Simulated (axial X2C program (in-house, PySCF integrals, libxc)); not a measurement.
**InBr: from the state search to constants**

Aim: find the lowest determinant of InBr, scan the bond at several levels and fit the constants, once spin-free and once with spin–orbit coupling.

The runs use an in-house X2C program for linear molecules on PySCF integrals; all-electron X2C, In dyall-cv3z, Br dyall-cv3z.

All values are calculated.

### Step 1. Set-up

The input, task.json:

```json
{
 "zs": [
  49,
  35
 ],
 "q": 0,
 "bas": [
  "dyall-cv3z",
  "dyall-cv3z"
 ],
 "levels": [
  "PBE0",
  "HF",
  "BP86"
 ],
 "cc": true,
 "r0": 2.56,
 "thr": -1.0,
 "nmax": 90,
 "npts": 10,
 "nst": 2,
 "ntry": 6
}
```

Keys: zs atomic numbers; q charge; bas basis sets; levels methods (HF also brings MP2); cc coupled cluster on or off; r0 starting distance in Å; thr threshold in hartree for freezing inner shells (an s shell follows its p shell); nmax most natural virtual spinors; npts points asked for on the curve; nst determinants followed; ntry starts of the search.

On the command line:

```sh
$ python so2c.py task.json out
```

Spin-free means the one-electron spin-free X2C Hamiltonian; two-component (2c) means X2C with spin–orbit coupling and atomic mean-field two-electron Coulomb and Gaunt terms. Basis: In dyall-cv3z contracted to [11s12p9d4f1g], Br dyall-cv3z contracted to [8s9p6d4f1g]; Gaussian nuclei, density fitting. Masses: In 114.904 u, Br 78.918 u.

Notation: σ, π±, δ± give the projection m of an orbital's angular momentum (0, ±1, ±2), α and β its spin, Λ and M_S the sums; ω is the projection of a spinor's total angular momentum and Ω the sum. Logs are in hartree.

After this run come: PBE0, spin-free; HF, spin-free; BP86, spin-free; Correlated methods, spin-free; PBE0, 2c; HF, 2c; BP86, 2c; Correlated methods, 2c.

What does the calculation give? Wanted: for each run, Hamiltonian; Re; ωe; De; μ.

As calculated:

Lowest determinant that the search found at its distance (another Ω component may lie lower), spin-free: M_S = 0, Λ = 0 (closed shell).

Lowest determinant that the search found at its distance (another Ω component may lie lower), 2c: Ω = 0 (closed shell).

| Hamiltonian | level | Re (Å) | ωe (cm⁻¹) | De (eV) | μ (D) |
| --- | --- | --- | --- | --- | --- |
| spin-free | PBE0 | 2.560 | 218.4 | 4.16 | -3.49 |
| spin-free | HF | 2.586 | 213.1 | 3.06 | -3.82 |
| spin-free | MP2 | 2.577 | 219.7 | 4.16 | n/a |
| spin-free | CCSD | 2.581 | 218.1 | 3.92 | n/a |
| spin-free | CCSD(T) | 2.581 | 218.4 | 4.02 | n/a |
| spin-free | BP86 | 2.585 | 210.3 | 4.22 | -3.47 |
| 2c | PBE0 | 2.561 | 218.2 | 3.97 | -3.47 |
| 2c | HF | 2.587 | 213.1 | 2.72 | -3.80 |
| 2c | MP2 | 2.578 | 219.6 | 3.87 | n/a |
| 2c | CCSD | 2.581 | 217.9 | 3.63 | n/a |
| 2c | CCSD(T) | 2.582 | 218.2 | 3.73 | n/a |
| 2c | BP86 | 2.586 | 209.9 | 4.02 | -3.45 |

Dipoles are positive if Br is the positive end.

What this shows: At CCSD(T), going from spin-free to two-component changes Re by +1 mÅ, ωe by -0.1 %, which is small (part of it comes from the scalar share of the two-electron terms). De moves by -0.29 eV; both De rest on single-determinant atoms, which can miss part of an open shell's spin–orbit lowering.

De refers to In + Br, the ground-state fragments, which need not be this curve's own limit. Each curve is one determinant whose occupation by symmetry is held fixed; it was picked as the lowest of a PBE0 search that is not exhaustive. The closed shell is kept restricted; where the fragments are open shells, the energy then runs too high at long range. Dissociation energies refer to the lowest single-determinant-based atoms at the same level and basis. CCSD and (T) use frozen natural virtuals with an MP2 correction for the truncation. With the outer-core shells frozen, correlated bond lengths of heavy atoms tend to come out a few hundredths of an ångström too long.
